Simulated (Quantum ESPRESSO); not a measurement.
Set up this calculation in Quantum ESPRESSO 7.5, as the native input.

```
Task                : single point
Functional          : PBEsol
Potentials or basis : GBRV 1.5 PBEsol
Cutoff              : 762 eV
Density cutoff      : 6095 eV
k mesh              : 12 × 12 × 4
Occupations         : fermi-dirac, width 0.05 eV
Spin                : collinear spin, ferromagnetic start
Starting moments    : [0.0, 2.0, 2.0] μB
Mixing beta         : 0.3
Most SCF iterations : 120
SCF threshold       : 6e-10 Ry
```

Co2Pd:

```
CELL_PARAMETERS angstrom
2.63793 0.00000 0.00000
-1.31897 2.28451 0.00000
0.00000 0.00000 6.31934
ATOMIC_POSITIONS crystal
Pd 0.00000 0.00000 0.00000
Co 0.66667 0.33333 0.34978
Co 0.33333 0.66667 0.65022
```

The cell comes from a database or a generator and needn't be the stable form of this composition.

These files were run (other wordings do the same):

pw.in

```
&CONTROL
  calculation = 'scf'
  prefix = 'pwscf'
  outdir = './tmp'
  pseudo_dir = './pseudo'
  tprnfor = .true.
  tstress = .true.
  disk_io = 'low'
/
&SYSTEM
  ibrav = 0
  celldm(1) = 8
  nat = 3
  ntyp = 2
  ecutwfc = 56
  ecutrho = 448
  nbnd = 37
  occupations = 'smearing'
  smearing = 'fd'
  degauss = 0.00367493
  nspin = 2
  starting_magnetization(1) = 0
  starting_magnetization(2) = 0.1176
/
&ELECTRONS
  conv_thr = 6d-10
  electron_maxstep = 120
  mixing_beta = 0.3
/
ATOMIC_SPECIES
Pd   106.4200 pd_pbesol_v1.4.uspp.F.UPF
Co    58.9332 co_pbesol_v1.2.uspp.F.UPF
CELL_PARAMETERS alat
  0.6231207785759   0.0000000000000   0.0000000000000
 -0.3115603892998   0.5396384238896   0.0000000000000
  0.0000000000000   0.0000000000000   1.4927286809121
ATOMIC_POSITIONS crystal
Pd     0.0000000000    0.0000000000    0.0000000000
Co     0.6666666667    0.3333333333    0.3497780000
Co     0.3333333333    0.6666666667    0.6502220000
K_POINTS automatic
12 12 4 0 0 0
```

pp_density.in

```
&INPUTPP
  prefix = 'pwscf'
  outdir = './tmp'
  filplot = 'density.dat'
  plot_num = 0
/
&PLOT
  nfile = 1
  filepp(1) = 'density.dat'
  iflag = 3
  output_format = 6
  fileout = 'density.cube'
/
```

pp_potential.in

```
&INPUTPP
  prefix = 'pwscf'
  outdir = './tmp'
  filplot = 'potential.dat'
  plot_num = 11
/
&PLOT
  nfile = 1
  filepp(1) = 'potential.dat'
  iflag = 3
  output_format = 6
  fileout = 'potential.cube'
/
```

pp_spin.in

```
&INPUTPP
  prefix = 'pwscf'
  outdir = './tmp'
  filplot = 'spin.dat'
  plot_num = 6
/
&PLOT
  nfile = 1
  filepp(1) = 'spin.dat'
  iflag = 3
  output_format = 6
  fileout = 'spin.cube'
/
```

Potentials or basis: GBRV 1.5 PBEsol.

The run is started by

```bash
$ OMP_NUM_THREADS=1 mpirun -n 2 pw.x -nk 2 -in pw.in > pw.out
$ OMP_NUM_THREADS=1 mpirun -n 1 pp.x -in pp_density.in > pp_density.out
$ OMP_NUM_THREADS=1 mpirun -n 1 pp.x -in pp_potential.in > pp_potential.out
$ OMP_NUM_THREADS=1 mpirun -n 1 pp.x -in pp_spin.in > pp_spin.out
```

It gave:

The pressure is -10.0 GPa, the largest force is 0.054 eV/Å and the band gap on the k mesh is none (metal or under the smearing width). The net moment is 3.86 μB per cell, the absolute moment is 4.23 μB per cell and the site moments are Pd +0.24; Co +1.89 μB. The valence electrons inside the program's atomic spheres are Pd 14.22; Co 15.37.

Run time: 3.4 min on 2 MPI ranks on Arm Neoverse N1 (shared host), peak memory 0.4 GiB a rank.
